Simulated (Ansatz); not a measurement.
# GaF (Pm-3m) in Ansatz: a series of runs, part 2 of 2

Ansatz 0.2.0.

**3. Relaxation of cell and atoms, PBE+D4**

The input, input.yaml:

```yaml
crystal:
  lattice:
    - [3.16592, 0.0, 0.0]
    - [0.0, 3.16592, 0.0]
    - [0.0, 0.0, 3.16592]
  atoms:
    - { symbol: Ga, position: [0.0, 0.0, 0.0] }
    - { symbol: F, position: [0.5, 0.5, 0.5] }
hamiltonian:
  xc: pbe
  pseudopotentials: { kind: paw }
  dispersion: d4
kpoints:
  mp_grid: { grid: [8, 8, 8] }
scf:
  occupations: { method: fermi_dirac, width: 0.05 }
output:
  forces: true
  stress: true
  eigenvalues: true
  write_density: true
  write_potential: true
  elf: true
  volumetric_format: npy
relax:
  f_tol: 0.01
  max_steps: 40
  cell: { stress_tol: 0.05 }
```

Potentials or basis: Ansatz PAW.

On the command line:

```
> ansatz run input.yaml --threads 2 --pin off --max-ram 5632MiB --backend cpu --events-out ev --progress --plain --runs-dir out
```

Standard output:

```text
Warning: RAYON_NUM_THREADS=2 ignored (pool sized by the plan → 2); use --threads N
Engine: ansatz 0.2.0, aarch64-unknown-linux-gnu
Pseudopotentials: kind: paw
Pseudopotential: Ga, paw, valence charge 13, recommended cutoff 420 eV (normal), Ga.paw.azcp
Pseudopotential: F, paw, valence charge 7, recommended cutoff 420 eV (normal), F.paw.azcp
Functional definition: PBE
  parameter kappa = 0.804
  parameter beta = 0.06672455060314922
  exchange = pbe_x(kappa = kappa, mu = beta*pi^2/3)
  correlation = pbe_c(beta = beta)
Crystal: 2 atoms, lattice volume = 31.732 Å³
Basis set: ecut = 420 eV, 619 PW (Γ), exchange–correlation on 48×48×48 points (8 copies of the dense FFT grid, shifted against one another)
Bands: 14, of which v1, the nominal top of the filled ones, is band 10 counted from 1 (9 counted from 0)
Symmetry: 48 space group operations
Space group: Pm-3m (ITA 221), of the structure as read, at distance tolerance 3.2e-5 Å
k-points: 35 of 512
Non-local potential: Ga, projectors of the file, l = 0: 2, l = 1: 2, l = 2: 3, l = 3: 1
Non-local potential: F, projectors of the file, l = 0: 2, l = 1: 2, l = 2: 1
PAW form: soft (Blöchl's): semilocal exchange-correlation on the pseudo side does not see the compensation charge
PAW one-centre angular grid: Ga, 590 points (default); XC on 64 Gauss nodes
PAW one-centre angular grid: F, 110 points (default); XC on 64 Gauss nodes
Initial density: superposition of atomic densities (neutral atoms: chi_scale 0, normalization atom), corrected by the library's trained network
Initial wavefunctions: pseudopotential atomic-orbital guess
Functional: x = pbe(κ = 0.804, μ = 0.2195149727645171), c = pbe(β = 0.06672455060314922)
SCF iter   1: F=—  HF=-4591.767280 eV  |F-HF|=—  |Δ(HF+E_count)|=         —  Δρ=1.00e-3  dr2=1.93e-4  ethr=1.77e-3  ⟨swp⟩=5.7  Hψ=2425  notcnv=0
preconditioner: auto → none  [insulator: Δε(μ)=0.336 eV  Ē_g=17.717 eV  σ=0.050 eV  W_gap=0.92  n_scr=6 (ndim 8)  ℏωp=29.5 eV  f_vac=0.000  D(μ)=0.01/eV (n_scr^D=0)  ε∞_Penn≈3.8]
SCF iter   2: F=—  HF=-4591.767298 eV  |F-HF|=—  |Δ(HF+E_count)|=   1.84e-5  Δρ=7.28e-4  dr2=4.83e-5  ethr=9.67e-7  ⟨swp⟩=2.1  Hψ=1106  notcnv=0
SCF iter   3: F=—  HF=-4591.767364 eV  |F-HF|=—  |Δ(HF+E_count)|=   6.61e-5  Δρ=2.19e-4  dr2=7.36e-6  ethr=2.41e-7  ⟨swp⟩=2.0  Hψ=793  notcnv=0
SCF iter   4: F=—  HF=-4591.767389 eV  |F-HF|=—  |Δ(HF+E_count)|=   2.53e-5  Δρ=4.25e-5  dr2=5.54e-7  ethr=3.68e-8  ⟨swp⟩=2.0  Hψ=804  notcnv=0
iter 5 did not close the SCF: its close was put off for the readings that it lacked (scf_convergence_deferred on its scf_iter line)
SCF iter   5: F=-4591.767389 eV  HF=-4591.767389 eV  |F-HF|=2.60e-8  |Δ(HF+E_count)|=   4.43e-9  Δρ=1.44e-5  dr2=2.97e-8  ethr=2.77e-9  ⟨swp⟩=2.0  Hψ=805  notcnv=0
SCF iter   6: F=-4591.767390 eV  HF=-4591.767390 eV  |F-HF|=2.11e-10  |Δ(HF+E_count)|=   1.45e-8  Δρ=1.03e-6  dr2=2.21e-10  ethr=1.48e-10  ⟨swp⟩=4.2  Hψ=2492  notcnv=0
WARN: dispersion: an atom stands within reach of a switch of its C6 between two reference coordination numbers of its element: through that C6 alone, e_disp changes by 0.025 eV or more while the distances to its neighbours run over a stretch of 0.05 Å that contains this geometry (sites counted from 0 in the run's list of atoms or, in a supercell that it derives, in that cell's: here a list of 2) — site 0 (Ga): coordination number 1.749 (about 1.31 to 2.19 with every neighbour 0.05 Å farther or nearer), switch near 1.338 between the references 1.787 (weight 0.99) and 0.888 (weight 0.01), e_disp changing by some 0.13 eV. This is how the published method behaves, and the energy and the forces stay consistent. Where you compare this geometry's total energy with another's, compare their components.e_disp too, and, where the geometries are yours to choose, keep both on one side of the switch, which a site's coordination number tells: a relaxation that ends in reach of it can search the other side under relax.adjacent_minimum: search, except where no move that the cell, the constraints and the symmetry allow carries the atom there
SCF 1 converged in 6 iterations: F = -4591.767390 eV  dr2 = 2.21e-10
relax step   1: F+E_penalty+E_count = -4591.76738950 eV  Δ(F+E_penalty+E_count) = +0.000e0 eV  max|allowed force component| = 8.267e-30 eV/Å  Δτ_max = 0.0000 Å  P = -0.884 GPa  Ω = 31.732 Å³  (6 SCF iters, dr2 threshold 1.00e-7 eV, accepted)
[... 77 lines left out ...]
relax step   7: F+E_penalty+E_count = -4591.77347429 eV  Δ(F+E_penalty+E_count) = -2.854e-4 eV  max|allowed force component| = 1.627e-30 eV/Å  Δτ_max = 0.0000 Å  P = -0.003 GPa  Ω = 30.449 Å³  energy of the carried Pulay correction = +2.445e-4 eV  (6 SCF iters, accepted)
iter 1 solved again at ethr=4.39e-8 eV; its pass at ethr=3.10e-3 eV (dr2=8.77e-6 eV) is discarded
SCF iter   1: F=—  HF=-4591.773336 eV  |F-HF|=—  |Δ(HF+E_count)|=         —  Δρ=1.61e-5  dr2=1.17e-8  ethr=4.39e-8  ⟨swp⟩=2.7  Hψ=3626  notcnv=0
preconditioner: auto → none  [insulator: Δε(μ)=0.906 eV  Ē_g=17.932 eV  σ=0.050 eV  W_gap=0.65  n_scr=6 (ndim 8)  ℏωp=30.1 eV  f_vac=0.000  D(μ)=0.06/eV (n_scr^D=0)  ε∞_Penn≈3.8]
SCF iter   2: F=—  HF=-4591.773322 eV  |F-HF|=—  |Δ(HF+E_count)|=   1.41e-5  Δρ=6.84e-6  dr2=1.86e-9  ethr=5.87e-11  ⟨swp⟩=2.0  Hψ=840  notcnv=0
SCF iter   3: F=—  HF=-4591.773322 eV  |F-HF|=—  |Δ(HF+E_count)|=   2.57e-9  Δρ=1.04e-6  dr2=5.13e-11  ethr=9.28e-12  ⟨swp⟩=2.0  Hψ=833  notcnv=0
SCF iter   4: F=—  HF=-4591.773322 eV  |F-HF|=—  |Δ(HF+E_count)|=  1.09e-10  Δρ=3.00e-7  dr2=1.23e-11  ethr=1.00e-12  ⟨swp⟩=2.0  Hψ=669  notcnv=0
iter 5 did not close the SCF: its close was put off for the readings that it lacked (scf_convergence_deferred on its scf_iter line)
SCF iter   5: F=-4591.773322 eV  HF=-4591.773322 eV  |F-HF|=9.09e-13  |Δ(HF+E_count)|=  1.09e-11  Δρ=4.57e-8  dr2=3.79e-13  ethr=1.00e-12  ⟨swp⟩=2.0  Hψ=665  notcnv=0
SCF iter   6: F=-4591.773322 eV  HF=-4591.773322 eV  |F-HF|=0.00e0  |Δ(HF+E_count)|=  9.09e-13  Δρ=1.05e-8  dr2=9.88e-15  ethr=1.00e-12  ⟨swp⟩=3.0  Hψ=1709  notcnv=0
SCF 8 converged in 6 iterations: F = -4591.773322 eV  dr2 = 9.88e-15
relax step   8: F+E_penalty+E_count = -4591.77332199 eV  Δ(F+E_penalty+E_count) = +1.523e-4 eV  max|allowed force component| = 3.681e-30 eV/Å  Δτ_max = 0.0000 Å  P = -0.011 GPa  Ω = 30.449 Å³  stress off target by 1.13e-2 GPa  SCF on the basis re-selected at this cell (its energy is not comparable with the rows above)  (6 SCF iters)
basis re-selected at this cell: Δ(F+E_penalty+E_count) = +1.523e-4 eV, ΔP = -0.008 GPa vs the last step (what re-selecting the basis moved, of the pressure what is left beyond the Pulay correction that the steps carried, after the strain that the cell walked since its last selection, with what the two solves' SCF thresholds leave and, on support functions, any second-order correction that the steps lacked; it is no measure of the basis error at this ecutwfc). This SCF's stress stands 1.13e-2 GPa from its target on what of the cell is left free (relax.cell.stress_tol is 5.00e-2 GPa) and its largest allowed force component is 3.68e-30 eV/Å (relax.f_tol is 1.00e-2 eV/Å): within both
SCF converged after 6 iterations
Free energy (F): -4591.773322 eV
Harris-Foulkes:  -4591.773322 eV  (|F-HF|=0.00e0)
Internal energy: -4591.772888 eV  (E = F + TS)
E sigma→0 (E₀):  -4591.773105 eV
Entropy (-TS):   -0.000434 eV (-0.217 meV/atom)
Fermi energy:    6.590146 eV
--- Per-component energies (eV) ---
  E_band       = -90.325374
  E_kinetic    = 318.432368
  E_local      = -2341.275611  (includes V_loc(G=0)·N_el)
  E_nonlocal   = 493.233019
  E_hartree    = 1031.700735
  E_xc         = -149.316310
  E_vxc        = -160.065618  (∫ρ·V_xc dr)
  E_paw        = -2181.409308  (= ΣΔE_a)
  E_vpaw       = -464.052852  (= ΣTr[D̂ρ^β])
  E_aug_tail   = 0.001847  (compensation charges beyond the density's cutoff)
  E_ewald      = -1762.653445
  E_disp       = -0.486184  (pairwise vdW)
  E_smearing   = -0.000434  (= −TS)
  E_closure    = 0.000000  (closes the sum)
  Σ components = -4591.773322   (vs F -4591.773322, Δ=0.00e0)
--- Forces (eV/Å), atoms counted from 1 ---
  atom   1  Ga     0.00000000    -0.00000000    -0.00000000
  atom   2  F     -0.00000000     0.00000000    -0.00000000
  max |Σ_I F_I| component: 7.36e-30 eV/Å
--- Stress (GPa, compression-positive) ---
       -0.011338       0.000000      -0.000000
        0.000000      -0.011338       0.000000
       -0.000000       0.000000      -0.011338
  P = ⅓ Tr σ = -0.0113 GPa (-0.113 kbar)
--- Band table (eV; the first three rows and the last of 35) ---
  k-point 0: bands = ["-16.1049", "-7.9698", "-7.9698", "-7.7829", "-7.7829", "-7.7829", "0.1981", "2.7367", "2.7367", "2.7367", "14.9606", "14.9606", "14.9606", "16.1925"]
  k-point 1: bands = ["-16.0808", "-7.9682", "-7.9505", "-7.7909", "-7.7909", "-7.7822", "0.0432", "2.7787", "2.7787", "2.9687", "12.7952", "14.9811", "14.9811", "16.4084"]
  k-point 2: bands = ["-16.0219", "-7.9642", "-7.9046", "-7.8103", "-7.8103", "-7.7807", "-0.2938", "2.8809", "2.8809", "3.6150", "10.2832", "15.0254", "15.0254", "17.0527"]
  k-point 34: bands = ["-15.7036", "-7.9088", "-7.9088", "-7.9088", "-7.7366", "-7.7366", "2.1453", "2.1453", "2.1453", "6.6219", "8.6869", "8.6869", "8.6869", "18.5092"]
--- Relaxed structure (6 steps of the walk, 5 accepted, 2 SCFs on fresh bases) ---
  F+E_penalty+E_count = -4591.77332199 eV   max|allowed force component| = 3.681e-30 eV/Å   (the final SCF, on the basis selected at the relaxed cell)
  cell:  # Å, volume = 30.4487 Å³
    - [3.1226464413008417, -4.65433069893582e-34, -8.024708101613482e-36]
    - [-4.65433069893582e-34, 3.1226464413008417, 0.0]
    - [-8.024708101613482e-36, 0.0, 3.1226464413008417]
  atoms:
    - { symbol: Ga, position: [2.2178765063201761e-35, 6.336790017190519e-37, -2.0747797011682482e-47] }
    - { symbol: F, position: [0.5, 0.5, 0.5] }
```

v_z.tsv:

```text
# z_ang	v_es[eV]	v_tot[eV]
# format = ansatz-planar-average/11
# xc	pbe
# density_cutoff_ev	1680
# datasets	Ga=:simpson_from_first_knot:soft	F=:simpson_from_first_knot:soft
# lattice	3.122646441	-0.000000000	-0.000000000
# lattice	-0.000000000	3.122646441	0.000000000
# lattice	-0.000000000	0.000000000	3.122646441
# sites	2
# site	31	0.000000000	0.000000000	-0.000000000
# site	9	1.561323221	1.561323221	1.561323221
0.000000	7.903738e-1	-9.658058e0
0.130110	9.496257e-1	-9.370502e0
0.260221	1.443603e0	-8.643595e0
0.390331	2.232816e0	-7.578597e0
0.520441	3.322932e0	-6.140455e0
0.650551	4.637360e0	-4.529065e0
[... 16 lines left out ...]
2.862426	1.443603e0	-8.643595e0
2.992536	9.496257e-1	-9.370502e0
```

It took 5.2 s on 2 threads of Arm Neoverse V2, shared host; peak memory 0.3 GiB.

Results:

```yaml
Free_energy: -4591.7733 eV
Relaxed_volume: 15.22 Å³/atom
Relaxed_cell: a = 3.123 Å, b = 3.123 Å, c = 3.123 Å, α = 90.00°, β = 90.00°, γ = 90.00°
Space_group_after_relaxing_to_0.05_Å: Pm-3m (No. 221)
Energy_gained_by_relaxing: 3.0 meV/atom
Ionic_steps: 7
Pressure_after_relaxing: 0.0 GPa
Band_gap_on_the_k_mesh: none (metal or under the smearing width)
```

The path:
```tsv
step	energy change (eV)	largest force (eV/Å)	volume (Å³)
1	0.0000	0.0000	31.73
2	-0.0061	0.0000	31.02
3	-0.0081	0.0000	30.64
4	-0.0085	0.0000	30.54
5	-0.0058	0.0000	30.54
6	-0.0061	0.0000	30.45
7	-0.0059	0.0000	30.45
```

Final structure:
```
Ga F
1.0
     3.12265    0.00000    0.00000
     0.00000    3.12265    0.00000
     0.00000    0.00000    3.12265
Ga F
1 1
Direct
  0.00000 0.00000 0.00000
  0.50000 0.50000 0.50000
```

Caveat: the plane-wave basis is chosen anew once the cell has moved, so the energies of steps on either side of that aren't comparable; the pressure holds a Pulay correction of +0.4 GPa for the finite cutoff; pairwise dispersion overbinds metals, which lowers pressure and volume.
